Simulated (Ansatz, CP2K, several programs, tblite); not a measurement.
Energy against volume for CdCP2, ordered on the zincblende lattice (P-4m2) with 4 atoms a cell, at fixed shape and fractional coordinates, computed by several methods (PBE and r2SCAN, where shown, with plane waves in Ansatz); the cell shown is that of r2SCAN. With free coordinates or axes held, a curve is too stiff, and on another method's shape its minimum isn't the method's own volume. It is tetragonal, P-4m2 (No. 115); conventional cell a = 3.305 Å, c = 5.972 Å, 16.31 Å³ an atom. Cd is surrounded by 4 P at 2.56 Å and 4 Cd at 3.30 Å; P is surrounded by 2 C at 1.95 Å and 2 Cd at 2.56 Å; C is surrounded by 4 P at 1.95 Å. Simulation only: spin-unpolarised, and no claim that this is the phase found in nature. Energies count from each curve's lowest point; fits are third-order Birch-Murnaghan.

```cif
data_structure
_symmetry_space_group_name_H-M 'P-4m2'
_symmetry_Int_Tables_number 115
_cell_length_a 3.3048
_cell_length_b 3.3048
_cell_length_c 5.9718
_cell_angle_alpha 90.000
_cell_angle_beta 90.000
_cell_angle_gamma 90.000
_cell_volume 65.22
loop_
_atom_site_label
_atom_site_type_symbol
_atom_site_symmetry_multiplicity
_atom_site_Wyckoff_symbol
_atom_site_fract_x
_atom_site_fract_y
_atom_site_fract_z
_atom_site_occupancy
Cd1 Cd 1 a 0.00000 0.00000 0.00000 1
P1 P 2 g 0.00000 0.50000 0.32654 1
C1 C 1 c 0.50000 0.50000 0.50000 1
```

PBE/SZV (CP2K), on the shape of the cell shown:
```
V (Å³/atom)  E (meV/atom)
     14.349        365.09
     15.328        191.33
     16.306         82.37
     17.284         23.70
     18.263          0.00
```
The lowest point is an end point, so the minimum isn't bracketed.

GFN1-xTB (tblite), on the shape of the cell shown, as a cluster of 72 atoms at the zone centre:
```tsv
V (Å³/atom)	E (meV/atom)
14.349	285.08
15.328	152.12
16.306	69.28
17.284	16.79
18.263	0.00
```
The lowest point is an end point, so the minimum isn't bracketed.

Task: r2SCAN, on the shape of its own relaxed cell, gives
```
V (Å³/atom)  E (meV/atom)
     15.328         20.75
     15.817          5.19
     16.306          0.00
     16.795          3.86
     17.284         15.45
```
What equilibrium volume and bulk modulus follow?

Result: V₀ = 16.33 Å³ an atom and B₀ = 97 GPa.

GFN2-xTB (tblite), on the shape of the cell shown, as a cluster of 72 atoms at the zone centre:
```tsv
V (Å³/atom)	E (meV/atom)
14.349	153.61
15.328	55.29
16.306	8.83
17.284	0.00
18.263	18.86
```
V₀ = 17.06 Å³ an atom and B₀ = 84 GPa.

light PBE (260 eV, its own mesh), on the shape of the cell shown:
```csv
V (Å³/atom),E (meV/atom)
15.002,54.03
15.654,14.73
16.306,4.73
16.958,0.00
17.611,36.12
18.263,39.74
```
The points scatter about a smooth fit, as a low cutoff and a light mesh can make them, so no fit is quoted.
